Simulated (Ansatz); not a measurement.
# C3H6Al radical: basis-set convergence

An exercise on one series of results from a longer session: the logs are not shown, and one member is left open.

The runs use Ansatz 0.2.0, Gaussian basis; one geometry, several basis sets.

The runs, in order: PBE0-D4/def2-SVP; ωB97M-V/def2-SVP; PBE0-D4/def2-QZVPP; ωB97M-V/def2-QZVPP; the functionals' def2-TZVPP values are taken from earlier runs.

## The relaxed structure

All runs share one geometry, relaxed beforehand with PBE0-D4 in a triple-zeta def2 set.

SMILES `C=[CH][Al][CH3]`, 10 atoms, charge 0, spin multiplicity 2.

Atoms are counted from 1 here; the program's logs count them from 0.

Bond lengths: C1–C2 1.336 Å, C1–H5 1.088 Å, C1–H6 1.090 Å, C2–Al3 1.962 Å, C2–H7 1.090 Å, Al3–C4 1.970 Å, C4–H8 1.091 Å, C4–H9 1.096 Å, C4–H10 1.096 Å. Angles: C2–C1–H5 122.0°, C2–C1–H6 122.9°, H5–C1–H6 115.1°, C1–C2–Al3 119.5°, C1–C2–H7 117.0°, Al3–C2–H7 123.5°, C2–Al3–C4 116.2°, Al3–C4–H8 113.2°, Al3–C4–H9 110.0°, Al3–C4–H10 110.1°, H8–C4–H9 108.0°, H8–C4–H10 108.0°, H9–C4–H10 107.4°.

The first run:

in.yaml reads:

```yaml
crystal:
  periodic: [false, false, false]
  atoms:
    - {symbol: C, position_ang: [-1.105179, -0.956141, -0.900967]}
    - {symbol: C, position_ang: [0.203508, -1.108383, -1.119985]}
    - {symbol: Al, position_ang: [1.485691, -0.034382, -0.093718]}
    - {symbol: C, position_ang: [0.716773, 1.229274, 1.207920]}
    - {symbol: H, position_ang: [-1.488345, -0.249890, -0.166695]}
    - {symbol: H, position_ang: [-1.865514, -1.523075, -1.437525]}
    - {symbol: H, position_ang: [0.497891, -1.838212, -1.873556]}
    - {symbol: H, position_ang: [1.472457, 1.794077, 1.756219]}
    - {symbol: H, position_ang: [0.064890, 1.945205, 0.694632]}
    - {symbol: H, position_ang: [0.100929, 0.690424, 1.936777]}
basis:
  gaussian: {orbitals: def2-SVP}
magnetization: {spin_polarized: true, initial_magnetization: 1}
hamiltonian: {xc: pbe0, dispersion: d4}
output: {orbitals: {seedname: orbitals}}
```

On the command line:

```bash
> ansatz run in.yaml --threads 4 --pin off --events-out ev --progress --plain --max-ram 10444MiB
```

Steps of the session up to this table: PBE0-D4 in def2-SVP; ωB97M-V in def2-SVP; PBE0-D4 in def2-QZVPP; ωB97M-V in def2-QZVPP.

One of the session's tables, all rows but one given; the rest of the session is left out.

It belongs to the step «Density functionals: the series». 

| functional | basis | HOMO (eV) | LUMO (eV) |
| --- | --- | --- | --- |
| PBE0-D4 | def2-SVP | -5.05 | -1.72 |
| PBE0-D4 | def2-TZVPP | -5.09 | -1.75 |
| PBE0-D4 | def2-QZVPP | -5.11 | -1.79 |
| ωB97M-V | def2-SVP | -6.67 | -0.26 |
| ωB97M-V | def2-TZVPP | -6.71 | -0.27 |
| ωB97M-V | def2-QZVPP | ? | ? |

Q: Estimate the row for ωB97M-V, def2-QZVPP from the others.

As computed: HOMO (eV): -6.76; LUMO (eV): -0.42. In the column «HOMO (eV)» it is the lowest.
